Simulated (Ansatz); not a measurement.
Run this with Ansatz's Python interface and show what comes out.

`fdcheck_lizn3.py`
```python
"""Forces and pressure of LiZn3 against finite differences of the energy, distorted."""

import ansatz as az
import numpy as np

FUNCTIONAL = "r2SCAN"
WIDTH_EV = 0.1
ECUT = 650
KGRID = (5, 5, 5)
SCF_TOL = 1e-09

vectors0 = np.array([
    [-0.03597, 2.95136, 3.01712],
    [3.04291, -0.05712, 3.03827],
    [3.00765, 2.93725, -0.02187],
])
sites = [
    ("Li", (0.99251, 0.99609, 0.99997)),
    ("Zn", (0.23471, 0.2415, 0.31193)),
    ("Zn", (0.72845, 0.75584, 0.70379)),
    ("Zn", (0.42334, 0.52772, 0.53399)),
]


def build(cell):
    crystal = az.Crystal(lattice=az.Lattice.of(cell))
    for symbol, position in sites:
        crystal = crystal.atom(symbol, position)
    return crystal


def main() -> None:
    def solve(crystal):
        return (
            crystal.calculation()
            .functional(FUNCTIONAL)
            .occupations(az.OccupationsMethod.FERMI_DIRAC, width=WIDTH_EV)
            .basis(ECUT, xc_grid=2)
            .kpoints(*KGRID)  # sampling of the Brillouin zone
            .scf(tolerance=SCF_TOL)
            .forces()
            .stress()  # positive in compression
            .run(threads=1)
        ).report


    centre = solve(build(vectors0))
    start = build(vectors0)
    # central difference: F = -(E(+h) - E(-h)) / 2h
    print(f"force on atom 0 along z: analytic {centre['forces_ev_ang'][0][2]:.4f} eV/A")
    for h in (0.004, 0.016):
        shift = np.eye(3)[2] * h @ np.linalg.inv(vectors0)
        plus, minus = (solve(start.move(0, to=np.array(sites[0][1]) + sign * shift))["lagrangian_ev"] for sign in (1, -1))
        print(f"  step {h} A: numerical {-(plus - minus) / (2 * h):.4f} eV/A")
    # P = -dF/dV; the difference feels the change of the plane-wave count with the cell
    volume = abs(np.linalg.det(vectors0))
    larger, smaller = (solve(build(vectors0 * (1 + sign * 0.005) ** (1 / 3)))["lagrangian_ev"] for sign in (1, -1))
    numerical = -(larger - smaller) / (0.01 * volume) * 160.21766
    print(f"pressure: analytic {np.trace(centre['stress_gpa']) / 3:.3f}, numerical {numerical:.3f} GPa")


if __name__ == "__main__":
    main()
```

```console
$ python fdcheck_lizn3.py
DeckWarning: output.stress: scf.convergence.dr2_threshold = 1e-9 eV is looser than the 4e-10 eV advised for a printed stress (1e-10 eV for each atom of the cell: 4). What an SCF threshold leaves in a stress goes as its square root, and in the free energy as [...]
force on atom 0 along z: analytic -0.1642 eV/A
  step 0.004 A: numerical -0.1642 eV/A
  step 0.016 A: numerical -0.1643 eV/A
pressure: analytic 3.007, numerical 3.009 GPa
```
(Warnings from the package without file and line, shortened.)

What to keep in mind:
- The mesh is modest for a metal, so energies can be off by several to tens of meV an atom and pressures by half a GPa or more; differences at equal mesh fare better.
- Pressure is positive in compression.
- The cell is a database structure, distorted on purpose.
- The central difference errs as the square of the step, so the shorter step is the fairer test; what remains comes from the finite grid and the SCF threshold.
- The whole script took 3.5 min on 1 thread of Arm Neoverse V2 (shared host), peak memory 0.5 GiB.
